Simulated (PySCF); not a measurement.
# Ways to converge the SCF of FSSc

Do solver options change the result for FSSc, or only the number of cycles?

Method: method and basis as typed in the scripts; program: PySCF 2.14.0.

2 further runs of the same task are left out: 2 that didn't finish.

## (1) Starting geometry

FSSc: 3 atoms, charge 0, spin multiplicity 1.

Bond lengths: Sc1–S2 2.153 Å, Sc1–F3 1.851 Å. Angles: S2–Sc1–F3 122.9°.

Geometry (Å):

```
Sc    0.04470    0.49150    0.34720
S    -0.03530   -0.38730   -1.61680
F    -0.04640   -0.50920    1.90130
```

## (2) The base run

Contents of input.py:

```python
from pyscf import gto, scf, mp

mol = gto.M(
    atom='Sc 0.0447 0.4915 0.3472; S -0.0353 -0.3873 -1.6168; F -0.0464 -0.5092 1.9013',
    basis='sbkjc',
    ecp={'Sc': 'sbkjc', 'S': 'sbkjc', 'F': 'sbkjc'},
    charge=0,
    spin=0,
    symmetry=True,
    verbose=4,
)
mf = scf.RHF(mol)
mf = mf.density_fit(auxbasis='def2-universal-jkfit')
mf.kernel()
mp.MP2(mf).kernel()
mf.dip_moment()
print('orbital energies (hartree):', mf.mo_energy[..., max(0, mol.nelec[1]-3):mol.nelec[0]+3].round(4))
```

Run with:

```
> OMP_NUM_THREADS=1 python input.py
```

Its log is not repeated here.

It gives: E(SCF) = -79.947401 Eh, 13 cycles, E(MP2) − E(SCF) = -0.40295 Eh, μ = 8.35 D (of the SCF density).

## (3) Convergence threshold 1e-13 hartree

Variant 1 changes convergence threshold: default → 1e-13 hartree.

Contents of input.py:

```python
from pyscf import gto, scf, mp

mol = gto.M(
    atom='Sc 0.0447 0.4915 0.3472; S -0.0353 -0.3873 -1.6168; F -0.0464 -0.5092 1.9013',
    basis='sbkjc',
    ecp={'Sc': 'sbkjc', 'S': 'sbkjc', 'F': 'sbkjc'},
    charge=0,
    spin=0,
    symmetry=True,
    verbose=4,
)
mf = scf.RHF(mol)
mf = mf.density_fit(auxbasis='def2-universal-jkfit')
mf.conv_tol = 1e-13
mf.kernel()
mp.MP2(mf).kernel()
mf.dip_moment()
print('orbital energies (hartree):', mf.mo_energy[..., max(0, mol.nelec[1]-3):mol.nelec[0]+3].round(4))
```

Run with:

```
> OMP_NUM_THREADS=1 python input.py
```

## (4) Point-group symmetry off

Variant 2 changes point-group symmetry: on → off.

input.py, as its differences from that of step 2:

```diff
@@ -8,3 +8,2 @@
     spin=0,
-    symmetry=True,
     verbose=4,
```

Before running it: what results should come out? Wanted: for each run, E(SCF); from base; gap; SCF dipole; after the SCF.

As calculated:

```tsv
run	E(SCF) (hartree)	from base (eV)	cycles	gap (eV)	SCF dipole (D)	after the SCF
base	-79.947401	0	13	7.73	8.35	MP2 correlation -10.965 eV
convergence threshold 1e-13 hartree	-79.947401	0.0000	23	7.73	8.35	MP2 correlation -10.965 eV
point-group symmetry off	-79.947401	0.0000	13	7.73	8.35	MP2 correlation -10.965 eV
```

Distance from each run's final energy (log10 hartree) by cycle:

```tsv
run	cycle 1	cycle 2	cycle 3	cycle 5	cycle 8	cycle 12
base	-0.6	-0.9	-2.1	-3.2	-6.0	-9.4
convergence threshold 1e-13 hartree	-0.6	-0.9	-2.1	-3.2	-6.0	-9.3
point-group symmetry off	-0.6	-0.9	-2.1	-3.2	-6.0	-9.4
```

What this shows: The SCF energy stays the same, to the digits that matter, with convergence threshold 1e-13 hartree or point-group symmetry off.
